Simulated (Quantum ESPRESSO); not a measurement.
The system is TaF3.

```
Ta F
1.0
     3.90120    0.00000    0.00000
     0.00000    3.90120    0.00000
     0.00000    0.00000    3.90120
Ta F
1 3
Cartesian
  0.0000 0.0000 0.0000
  0.0000 0.0000 1.9506
  0.0000 1.9506 0.0000
  1.9506 0.0000 0.0000
```

- Program: Quantum ESPRESSO 7.5
- Task: phonons
- Functional: PBEsol
- Potentials or basis: GBRV 1.5 PBEsol
- Cutoff: 762 eV
- Density cutoff: 6095 eV
- k mesh: 7 × 7 × 7
- Occupations: cold, width 0.2 eV
- Spin: no spin polarisation
- Mixing beta: 0.5
- Most SCF iterations: 120
- SCF threshold: 8e-10 Ry

The cell and the atoms were relaxed first, to 16.93 Å³/atom (a = 4.076 Å, b = 4.076 Å, c = 4.076 Å, α = 90.00°, β = 90.00°, γ = 90.00°), and the response was taken there.

Problem. Which optical modes does the crystal have at the zone centre, and which show in infrared and Raman spectra?

Solution. The optical modes are T2u + 2T1u. Infrared active: 2T1u. None is Raman active.

Optical modes at Γ, degenerate ones joined:
| cm⁻¹ | components | symmetry | active in |
| --- | --- | --- | --- |
| 230 | 3 | T2u | silent |
| 265 | 3 | T1u | IR |
| 556 | 3 | T1u | IR |

Caveat: the mesh is thin for the phonons of a metal.
